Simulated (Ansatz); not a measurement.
# CH5AlBBrO: one species, many methods

Aim: compute CH5AlBBrO with functionals from several rungs and with coupled cluster, and see how far each lands from CCSD(T) at the basis-set limit for the atomisation energy.

Method: functionals in def2-TZVPP, the program's frozen cores in correlated methods; program: Ansatz 0.2.0, Gaussian basis.

Levels to be run: LDA (SPW92), PBE-D4, revPBE-D4, BLYP-D4, r2SCAN-D4, B97M-V, PBE0-D4, B3LYP-D4, r2SCANh-D4, r2SCAN0-D4, HSE06-D4, BHLYP-D4, CAM-B3LYP-D4, LC-ωPBE, ωB97X-V, ωB97M-V, B2PLYP, PBE-QIDH; CCSD(T)/def2-SVP; CCSD(T)/def2-TZVPP; MP2/def2-QZVPP; extrapolation to the limit; RPA on PBE.

## Step 1: Structure used throughout

All runs share one geometry, relaxed beforehand with PBE0-D4 in a triple-zeta def2 set.

10 atoms, charge 0, spin multiplicity 1.

Atoms are counted from 1 here; the program's logs count them from 0.

Bond lengths: B1–C2 1.574 Å, B1–Br3 2.011 Å, B1–H6 1.196 Å, B1–H7 1.274 Å, C2–O4 1.254 Å, C2–H8 1.098 Å, O4–Al5 1.867 Å, Al5–H7 1.810 Å, Al5–H9 1.576 Å, Al5–H10 1.572 Å. Angles: C2–B1–Br3 100.2°, C2–B1–H6 117.8°, C2–B1–H7 108.7°, Br3–B1–H6 114.4°, Br3–B1–H7 108.1°, H6–B1–H7 107.2°, B1–C2–O4 120.3°, B1–C2–H8 123.6°, O4–C2–H8 115.9°, C2–O4–Al5 106.0°, O4–Al5–H7 90.9°, O4–Al5–H9 110.2°, O4–Al5–H10 111.4°, H7–Al5–H9 103.3°, H7–Al5–H10 104.8°, H9–Al5–H10 128.6°, B1–H7–Al5 113.9°.

## Step 2: LDA

This LDA is Slater exchange with PW92 correlation.

File in.yaml:

```yaml
crystal:
  periodic: [false, false, false]
  atoms:
    - {symbol: B, position_ang: [-0.070345, -0.483821, 1.027645]}
    - {symbol: C, position_ang: [-1.079885, -0.541645, -0.178735]}
    - {symbol: Br, position_ang: [0.764732, -2.307386, 0.879730]}
    - {symbol: O, position_ang: [-0.862091, 0.124879, -1.218415]}
    - {symbol: Al, position_ang: [0.698398, 1.095825, -0.890373]}
    - {symbol: H, position_ang: [-0.509410, -0.228792, 2.110447]}
    - {symbol: H, position_ang: [0.825511, 0.384616, 0.769229]}
    - {symbol: H, position_ang: [-1.957059, -1.202027, -0.207128]}
    - {symbol: H, position_ang: [0.351470, 2.607389, -0.612336]}
    - {symbol: H, position_ang: [1.921779, 0.499863, -1.677165]}
basis:
  gaussian: {orbitals: def2-TZVPP}
hamiltonian: {xc: lda}
output: {orbitals: {seedname: orbitals}}
```

The run is started by

```bash
> ansatz run in.yaml --threads 4 --pin off --events-out ev --progress --plain --max-ram 10444MiB
```

The runs that follow: PBE-D4 (GGA); revPBE-D4 (GGA); BLYP-D4 (GGA); r2SCAN-D4 (meta-GGA); B97M-V (meta-GGA); B3LYP-D4 (hybrid); r2SCANh-D4 (hybrid); r2SCAN0-D4 (hybrid); HSE06-D4 (hybrid); BHLYP-D4 (hybrid); CAM-B3LYP-D4 (range-separated); LC-ωPBE (range-separated); ωB97X-V (range-separated); ωB97M-V (range-separated); B2PLYP (double hybrid); PBE-QIDH (double hybrid); CCSD(T) in def2-SVP; CCSD(T) in def2-TZVPP; MP2 in def2-QZVPP; RPA on PBE orbitals.

Q: Predict the results of all the runs planned. Wanted: atomisation energy, CCSD(T)/CBS; farthest beyond LDA; mean size of error, GGA; mean size of error, meta-GGA; mean size of error, hybrid; mean size of error, range-separated; mean size of error, double hybrid; gap, smallest and largest; T1 diagnostic.

**Answer**, as computed:

| quantity | value |
| --- | --- |
| atomisation energy, CCSD(T)/CBS | 3404.7 kJ/mol |
| functionals within 34.0 kJ/mol (1.0 %) | revPBE-D4, BLYP-D4, r2SCAN-D4, B97M-V, PBE0-D4, B3LYP-D4, r2SCANh-D4, r2SCAN0-D4, HSE06-D4, CAM-B3LYP-D4, LC-ωPBE, ωB97X-V, ωB97M-V, PBE-QIDH |
| farthest beyond LDA | BHLYP-D4 (-100.2 kJ/mol) |
| mean size of error, GGA | 31.9 kJ/mol |
| mean size of error, meta-GGA | 31.5 kJ/mol |
| mean size of error, hybrid | 24.4 kJ/mol |
| mean size of error, range-separated | 9.1 kJ/mol |
| mean size of error, double hybrid | 32.7 kJ/mol |
| gap, smallest and largest | 2.85 eV (LDA (SPW92)), 10.20 eV (LC-ωPBE) |
| T1 diagnostic | 0.0134 |
| triples share of the correlation energy | 3.8 % |

**Reading.** LDA overbinds by 487.0 kJ/mol (14 %). PBE-D4 misses by +58.8 kJ/mol. Double hybrids carry the basis error of their MP2 part in triple zeta, and no dispersion term here, so their miss is partly the set-up's. The rungs range-separated, hybrid, meta-GGA, GGA, double hybrid miss on average by less than the doubt on the reference (34.0 kJ/mol), so they tie. The reference freezes the cores and leaves out relativity and excitations past (T), and its outer-core shells are covered unevenly, so misses under about 34.0 kJ/mol can't be ranked. All levels share the lack of spin-orbit coupling, which lowers the free heavy atoms and so the true binding. Hartree-Fock recovers 74 % of the binding; the rest is correlation. CCSD(T) in def2-SVP is off by -164.4 kJ/mol, worse than the median functional, from the basis alone. The gap grows from 2.9 to 10.2 eV across the functionals, mostly with the share of exact exchange. Correlated methods include outer-core shells of Br, which these sets cover unevenly.
